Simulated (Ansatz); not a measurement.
# Be3CCl2: the cost of one run

Computed with Ansatz 0.2.0 (DFT PBE, scalar-relativistic, plane waves, PAW, unless a step's input says otherwise).

**1. The starting structure**

The structure is trigonal, space group P-3m1 (No. 164). Conventional cell: a = 3.289 Å, b = 3.289 Å, c = 8.044 Å, α = 90.00°, β = 90.00°, γ = 120.00°. Be (site symmetry 3m) has 3 C at 2.10 Å and 3 Cl at 2.46 Å as nearest neighbours. Be (site symmetry -3m) is surrounded by 6 Cl at 2.46 Å. C (site symmetry -3m) has 6 Be at 2.10 Å as nearest neighbours. Cl (site symmetry 3m) has 6 Be at 2.46 Å as nearest neighbours.

Structure file:

```
CELL_PARAMETERS angstrom
3.28901 0.00000 0.00000
-1.64450 2.84837 0.00000
0.00000 0.00000 8.04390
ATOMIC_POSITIONS crystal
Be 0.33333 0.66667 0.88712
Be 0.66667 0.33333 0.11288
Be 0.00000 0.00000 0.50000
C 0.00000 0.00000 0.00000
Cl 0.33333 0.66667 0.30644
Cl 0.66667 0.33333 0.69356
```

A structure generator made this guess: close-packed metal layers stacked ABC|A, with sites between them filled layer by layer (P-3m1, No. 164). Lengths come from tabulated atomic sizes and are only a guess.

**2. Probe: one point on a coarse mesh**

input.yaml reads:

```yaml
crystal:
  lattice:
    - [3.28900959, 0.0, 0.0]
    - [-1.6445048, 2.84836586, 0.0]
    - [0.0, 0.0, 8.04389721]
  atoms:
    - { symbol: Be, position: [0.33333333, 0.66666667, 0.88712355] }
    - { symbol: Be, position: [0.66666667, 0.33333333, 0.11287645] }
    - { symbol: Be, position: [0.0, 0.0, 0.5] }
    - { symbol: C, position: [0.0, 0.0, 0.0] }
    - { symbol: Cl, position: [0.33333333, 0.66666667, 0.30643822] }
    - { symbol: Cl, position: [0.66666667, 0.33333333, 0.69356178] }
basis:
  ecutwfc: 420
kpoints:
  mp_grid: { grid: [6, 6, 2] }
hamiltonian:
  xc: pbe
scf:
  occupations: { method: gaussian, width: 0.1 }
  lower_state_search: "off"
output:
  forces: true
  stress: true
  eigenvalues: true
```

The run is started by

```sh
$ ansatz run input.yaml --threads 1 --pin off --max-ram 2048MiB --backend cpu --events-out ev --progress --plain --runs-dir out
```

**Question.** How long does this run take on 1 thread of Arm Neoverse V2, shared host, and how much memory does it need?

About 1.2 s, with a peak of 0.3 GiB.
